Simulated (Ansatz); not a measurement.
GdIn3, space group Pm-3m, cell relaxations under several functionals

Program: the Ansatz DFT code, driven from Python.

Typed at the interpreter:
```pycon
>>> import warnings
>>> import ansatz as az
>>> import numpy as np
>>> from pymatgen.core import Lattice, Structure
>>> from pymatgen.io.ase import AseAtomsAdaptor
>>> def edges_and_angles(cell):
...     cell = np.asarray(cell)
...     a, b, c = np.linalg.norm(cell, axis=1)
...     cosines = cell[1] @ cell[2] / (b * c), cell[0] @ cell[2] / (a * c), cell[0] @ cell[1] / (a * b)
...     return (a, b, c, *np.degrees(np.arccos(cosines)))
...
>>> warnings.simplefilter("ignore", az.DeckWarning)
>>> pmg_structure = Structure(
...     Lattice([[4.63934, 0.0, 0.0], [0.0, 4.63934, 0.0], [0.0, 0.0, 4.63934]]),
...     ["Gd", "In", "In", "In"],
...     [
...         [0.0, 0.0, 0.0],
...         [0.5, 0.0, 0.5],
...         [0.0, 0.5, 0.5],
...         [0.5, 0.5, 0.0],
...     ],
... )
>>> structure = az.Crystal.from_ase(AseAtomsAdaptor.get_atoms(pmg_structure)).moments(Gd=4.9)
>>> model = (
...     structure.calculation()
...     .basis(35 * az.Ry)
...     .kpoints(5, center="gamma")
...     .occupations(az.OccupationsMethod.FERMI_DIRAC, width=0.15)
...     .spin("collinear")
...     .scf(tolerance=1e-10)
...     .relax(cell=True, force_tolerance=0.02, max_steps=40)
... )
>>> levels = [("pbesol", "d3bj"), ("blyp", "d3bj"), ("pbesol", "none")]
>>> print("level            a       b       c    alpha   beta  gamma  V/atom  steps")
level            a       b       c    alpha   beta  gamma  V/atom  steps
>>> for name, dispersion in levels:
...     seen = []
...     run = model.functional(name, dispersion=dispersion).session().plan()
...     res = run.execute(on_event=lambda e: seen.append(e) if e["event"] == "relax_step" else None)
...     cell = res.lattice.cell_ang
...     label = name if dispersion == "none" else f"{name}+{dispersion}"
...     print("{:13s} {:7.4f} {:7.4f} {:7.4f} {:6.2f} {:6.2f} {:6.2f}".format(label, *edges_and_angles(cell)), f"{abs(np.linalg.det(cell)) / len(res.lattice.sites):7.3f} {len(seen):5d}")
...
pbesol+d3bj    4.5081  4.5081  4.5081  90.00  90.00  90.00  22.905     5
blyp+d3bj      4.6075  4.6075  4.6075  90.00  90.00  90.00  24.453     4
pbesol         4.5854  4.5854  4.5854  90.00  90.00  90.00  24.103     5
```

From smallest to largest: PBEsol+D3BJ (22.91 Å³ an atom, -8.2 % against the start), PBEsol (24.10 Å³ an atom, -3.4 % against the start) and BLYP+D3BJ (24.45 Å³ an atom, -2.0 % against the start). The spread is 6.8 % in volume.

Notes:
- Open f shells: without a Hubbard U, without spin-orbit coupling; the state reached hangs on the start and needn't be the lowest.
- Forces vanish by symmetry, so the ions can't move, and the end may be a saddle.
- BLYP and dispersion corrections can be off by several per cent in the lattices of metals, and by several GPa in the pressure at a fixed cell.
- For a metal this k-point mesh is coarse: on a finer one energies can move by several to tens of meV an atom and pressures by half a GPa or more, differences at one mesh by less.
- The structure comes from a database of computed cells and needn't be a stable or known phase.
- Finished in 2.1 min on 1 thread of Arm Neoverse V1, on a shared host, peak memory 0.62 GiB.
